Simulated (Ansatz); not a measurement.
# C₂H₇FGeSi: small, medium and large basis sets

Aim: see how fast density functionals converge with the basis set for C₂H₇FGeSi.

Program: Ansatz 0.2.0, Gaussian basis. Level of theory: one geometry, several basis sets. These are calculated values, not measurements.

Levels to be run: PBE0-D4/def2-SVP; ωB97M-V/def2-SVP; PBE0-D4/def2-QZVPP; ωB97M-V/def2-QZVPP; the functionals' def2-TZVPP values are taken from earlier runs.

### Step 1. The relaxed structure

All runs share one geometry, relaxed beforehand with PBE0-D4 in a triple-zeta def2 set.

SMILES `C=C[SiH](F)[GeH3]`, 12 atoms, charge 0, spin multiplicity 1.

Atoms are counted from 1 here; the program's logs count them from 0.

Bond lengths: C1–C2 1.331 Å, C1–H6 1.087 Å, C1–H7 1.087 Å, C2–Si3 1.850 Å, C2–H8 1.089 Å, Si3–F4 1.608 Å, Si3–Ge5 2.383 Å, Si3–H9 1.487 Å, Ge5–H10 1.539 Å, Ge5–H11 1.537 Å, Ge5–H12 1.538 Å. Angles: C2–C1–H6 122.3°, C2–C1–H7 121.6°, H6–C1–H7 116.1°, C1–C2–Si3 121.6°, C1–C2–H8 118.6°, Si3–C2–H8 119.7°, C2–Si3–F4 110.1°, C2–Si3–Ge5 111.6°, C2–Si3–H9 108.2°, F4–Si3–Ge5 107.6°, F4–Si3–H9 107.9°, Ge5–Si3–H9 111.3°, Si3–Ge5–H10 109.6°, Si3–Ge5–H11 111.5°, Si3–Ge5–H12 110.8°, H10–Ge5–H11 108.3°, H10–Ge5–H12 108.1°, H11–Ge5–H12 108.4°.

Geometry (Å):

```xyz
12
charge 0, multiplicity 1
C    -0.4158    0.4506    2.2841
C    -0.8264   -0.0659    1.1278
Si    0.3588   -0.8328   -0.0672
F    -0.0805   -2.3464   -0.3865
Ge    0.4133    0.3522   -2.1337
H    -1.0946    0.9482    2.9713
H     0.6241    0.3974    2.5951
H    -1.8802    0.0157    0.8665
H     1.7024   -0.8717    0.5696
H     0.9715    1.7673   -1.9025
H     1.3051   -0.3570   -3.1659
H    -1.0006    0.4870   -2.7246
```

### Step 2. PBE0-D4 in def2-SVP

The input, in.yaml:

```yaml
crystal:
  periodic: [false, false, false]
  atoms:
    - {symbol: C, position_ang: [-0.415839, 0.450609, 2.284137]}
    - {symbol: C, position_ang: [-0.826437, -0.065950, 1.127846]}
    - {symbol: Si, position_ang: [0.358761, -0.832754, -0.067237]}
    - {symbol: F, position_ang: [-0.080458, -2.346378, -0.386489]}
    - {symbol: Ge, position_ang: [0.413288, 0.352188, -2.133740]}
    - {symbol: H, position_ang: [-1.094591, 0.948247, 2.971338]}
    - {symbol: H, position_ang: [0.624135, 0.397438, 2.595052]}
    - {symbol: H, position_ang: [-1.880219, 0.015652, 0.866460]}
    - {symbol: H, position_ang: [1.702355, -0.871686, 0.569589]}
    - {symbol: H, position_ang: [0.971528, 1.767273, -1.902473]}
    - {symbol: H, position_ang: [1.305096, -0.356962, -3.165921]}
    - {symbol: H, position_ang: [-1.000618, 0.487023, -2.724563]}
basis:
  gaussian: {orbitals: def2-SVP}
hamiltonian: {xc: pbe0, dispersion: d4}
output: {orbitals: {seedname: orbitals}}
```

Further steps of the session: ωB97M-V in def2-SVP; PBE0-D4 in def2-QZVPP; ωB97M-V in def2-QZVPP.

Before running them: what should the planned runs give, taken together? Wanted: PBE0-D4: double and triple zeta above quadruple; ωB97M-V: double and triple zeta above quadruple.

As calculated:

```
                                       quantity           value
PBE0-D4: double and triple zeta above quadruple  17.61, 1.77 eV
ωB97M-V: double and triple zeta above quadruple  17.76, 1.71 eV
```

In words: For PBE0-D4 the step from double to triple zeta gains 15.84 eV and the next only 1.77 eV. Total energies overstate the basis error of differences, where much of it tends to cancel.
